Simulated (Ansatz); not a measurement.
# Hf2Pd2Se2Br2O3 under changes of volume

One of the cells (18.592 Å³/atom); the others are scaled copies at fixed shape and fractional positions:

```
Hf Pd Se Br O
1.0
     3.72613    0.00000    0.00000
    -1.86306    3.22692    0.00000
     0.00000    0.00000   17.00867
Hf Pd Se Br O
2 2 2 2 3
Direct
  0.66667 0.33333 0.93385
  0.33333 0.66667 0.06615
  0.00000 0.00000 0.30298
  0.00000 0.00000 0.69702
  0.33333 0.66667 0.22649
  0.66667 0.33333 0.77351
  0.66667 0.33333 0.39862
  0.33333 0.66667 0.60138
  0.33333 0.66667 0.92689
  0.66667 0.33333 0.07311
  0.00000 0.00000 0.00000
```

The cell was built by a generator and needn't be a form met in nature.

```yaml
Program: Ansatz 0.2.0
Functional: PBE
Potentials_or_basis: Ansatz PAW
Cutoff: "420 eV (not typed: the program's choice for these potentials)"
k_mesh: 8 × 8 × 2
Occupations: fermi-dirac, width 0.05 eV
Spin: no spin polarisation
```

| volume (Å³/atom) | energy over the lowest point (meV/atom) | pressure (GPa) | largest force (eV/Å) |
| --- | --- | --- | --- |
| 17.476 | ? | ? | ? |
| 17.848 | 10.97 | 5.0 | 0.323 |
| 18.220 | 2.60 | 2.3 | 0.157 |
| 18.592 | 0.00 | 0.0 | 0.053 |
| 18.964 | 2.59 | -2.1 | 0.134 |
| 19.336 | 9.75 | -4.0 | 0.262 |
| 19.707 | 21.07 | -5.7 | 0.378 |

**Question.** What does the run at 17.476 Å³/atom give?

**Answer.** Energy over the lowest point 25.80 meV/atom; pressure 7.9 GPa; largest force 0.505 eV/Å.

Worked out: A Birch-Murnaghan fit of order 3 (a polynomial in V^(-2/3)) to the other rows has its minimum at 18.59 Å³/atom with B0 = V·E''(V) = 111 GPa and B' = 4.5 at fixed shape and positions, which overstates the stiffness. It gives 25.78 meV/atom at 17.476 Å³/atom, against the run's 25.80, and -dE/dV = 7.9 GPa, against 7.9.

Energies are extrapolated to zero smearing.

Caveats: this functional lacks dispersion, which binds the layers, so the pressure and a relaxed spacing across them are unreliable.
